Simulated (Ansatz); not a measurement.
# SnMo: the cost of one run

Computed with Ansatz 0.2.0 (DFT PBE, scalar-relativistic, plane waves, PAW, unless a step's input says otherwise).

## (1) The starting structure

It takes space group Pm-3m (No. 221, cubic). The conventional cell has a = 3.520 Å, b = 3.520 Å, c = 3.520 Å, α = 90.00°, β = 90.00°, γ = 90.00°. Around Sn (site symmetry m-3m) lie 8 Mo at 3.05 Å. Mo (site symmetry m-3m) has 8 Sn at 3.05 Å as nearest neighbours.

As a file:

```
Sn Mo
1.0
     3.51977    0.00000    0.00000
     0.00000    3.51977    0.00000
     0.00000    0.00000    3.51977
Sn Mo
1 1
Direct
  0.00000 0.00000 0.00000
  0.50000 0.50000 0.50000
```

A structure generator made this guess: species swapped into a database cell of TlBr (Pm-3m, No. 221), with Sn on the Tl sites and Mo on the Br sites. The dimensions are guesses.

## (2) A first look at the guess

Contents of input.yaml:

```yaml
crystal:
  lattice:
    - [3.51977467, 0.0, 0.0]
    - [0.0, 3.51977467, 0.0]
    - [0.0, 0.0, 3.51977467]
  atoms:
    - { symbol: Sn, position: [0.0, 0.0, 0.0] }
    - { symbol: Mo, position: [0.5, 0.5, 0.5] }
basis:
  ecutwfc: 420
kpoints:
  mp_grid: { grid: [6, 6, 6] }
hamiltonian:
  xc: pbe
scf:
  occupations: { method: gaussian, width: 0.1 }
  lower_state_search: "off"
output:
  forces: true
  stress: true
  eigenvalues: true
```

On the command line:

```
$ ansatz run input.yaml --threads 1 --pin off --max-ram 2560MiB --backend cpu --events-out ev --progress --plain --runs-dir out
```

Q: Estimate wall time and peak memory on 1 thread of Arm Neoverse V1, shared host.

About 1.1 s, with a peak of 0.29 GiB.
